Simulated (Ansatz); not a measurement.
# GeH8N2OSi: one species, many methods

One table from this session's results is given with a row withheld; the runs are named, their logs left out.

The runs use Ansatz 0.2.0, Gaussian basis; functionals in def2-TZVPP, the program's frozen cores in correlated methods.

The runs, in order: PBE-D4, r2SCAN-D4, PBE0-D4, B3LYP-D4, ωB97X-V, ωB97M-V, B2PLYP; CCSD(T)/def2-TZVPP; MP2/def2-QZVPP; extrapolation to the limit.

### The geometry

An earlier PBE0-D4 in a triple-zeta def2 set relaxation fixed the geometry.

SMILES `[NH2][GeH2][SiH](N)O`, 13 atoms, charge 0, spin multiplicity 1.

Atoms are counted from 1 here; the program's logs count them from 0.

Bond lengths: N1–Ge2 1.855 Å, N1–H6 1.013 Å, N1–H7 1.012 Å, Ge2–Si3 2.386 Å, Ge2–H8 1.541 Å, Ge2–H9 1.546 Å, Si3–N4 1.709 Å, Si3–O5 1.658 Å, Si3–H10 1.491 Å, N4–H11 1.006 Å, N4–H12 1.005 Å, O5–H13 0.959 Å. Angles: Ge2–N1–H6 111.6°, Ge2–N1–H7 111.8°, H6–N1–H7 107.3°, N1–Ge2–Si3 113.5°, N1–Ge2–H8 106.4°, N1–Ge2–H9 107.3°, Si3–Ge2–H8 112.2°, Si3–Ge2–H9 109.1°, H8–Ge2–H9 108.1°, Ge2–Si3–N4 110.9°, Ge2–Si3–O5 101.4°, Ge2–Si3–H10 115.4°, N4–Si3–O5 116.3°, N4–Si3–H10 104.0°, O5–Si3–H10 109.4°, Si3–N4–H11 123.4°, Si3–N4–H12 122.9°, H11–N4–H12 112.6° and more.

Coordinates:

```xyz
13
charge 0, multiplicity 1
N     0.5076   -0.0927   -2.5855
Ge    0.7058   -0.8716   -0.9141
Si   -0.0786    0.4987    0.8753
N    -0.5174   -0.4525    2.2250
O    -1.3055    1.3333    0.1345
H    -0.3414    0.4563   -2.6426
H     1.2790    0.5237   -2.8069
H     2.2005   -1.2181   -0.7713
H    -0.0944   -2.1938   -0.9264
H     0.9165    1.4649    1.4230
H    -1.0732   -1.2880    2.1560
H    -0.4127   -0.1360    3.1734
H    -1.7862    1.9759    0.6597
```

The first run:

in.yaml

```yaml
crystal:
  periodic: [false, false, false]
  atoms:
    - {symbol: N, position_ang: [0.507625, -0.092696, -2.585544]}
    - {symbol: Ge, position_ang: [0.705803, -0.871585, -0.914054]}
    - {symbol: Si, position_ang: [-0.078583, 0.498735, 0.875259]}
    - {symbol: N, position_ang: [-0.517358, -0.452548, 2.224959]}
    - {symbol: O, position_ang: [-1.305486, 1.333267, 0.134518]}
    - {symbol: H, position_ang: [-0.341404, 0.456324, -2.642642]}
    - {symbol: H, position_ang: [1.279041, 0.523657, -2.806909]}
    - {symbol: H, position_ang: [2.200450, -1.218114, -0.771251]}
    - {symbol: H, position_ang: [-0.094443, -2.193834, -0.926431]}
    - {symbol: H, position_ang: [0.916460, 1.464892, 1.423013]}
    - {symbol: H, position_ang: [-1.073151, -1.287996, 2.155996]}
    - {symbol: H, position_ang: [-0.412744, -0.135989, 3.173431]}
    - {symbol: H, position_ang: [-1.786210, 1.975886, 0.659656]}
basis:
  gaussian: {orbitals: def2-TZVPP}
hamiltonian: {xc: pbe, dispersion: d4}
output: {forces: true, orbitals: {seedname: orbitals}}
```

On the command line:

```bash
ansatz run in.yaml --threads 2 --pin off --events-out ev --progress --plain --max-ram 32768MiB --backend cuda --devices 0, --max-vram 18GiB
```

Steps of the session up to this table: PBE-D4 (GGA); r2SCAN-D4 (meta-GGA); PBE0-D4 (hybrid); B3LYP-D4 (hybrid); ωB97X-V (range-separated); ωB97M-V (range-separated); B2PLYP (double hybrid); CCSD(T) in def2-TZVPP; MP2 in def2-QZVPP.

One table of the session follows, with a row left open; its other results are not shown here.

| method | atomisation energy (kJ/mol) |
| --- | --- |
| PBE-D4 | 4341.0 |
| r2SCAN-D4 | 4283.1 |
| PBE0-D4 | 4258.4 |
| B3LYP-D4 | ? |
| ωB97X-V | 4332.2 |
| ωB97M-V | 4308.8 |
| B2PLYP | 4248.3 |
| HF/def2-TZVPP | 2943.6 |
| MP2/def2-TZVPP | 4222.5 |
| CCSD/def2-TZVPP | 4123.6 |
| CCSD(T)/def2-TZVPP | 4186.9 |
| MP2/CBS | 4358.4 |
| CCSD(T)/CBS | 4322.8 |

**Question.** Estimate the row for B3LYP-D4.

The run gave: atomisation energy (kJ/mol): 4302.2. In the column «atomisation energy (kJ/mol)» it lies between r2SCAN-D4 (4283.1) and ωB97M-V (4308.8).
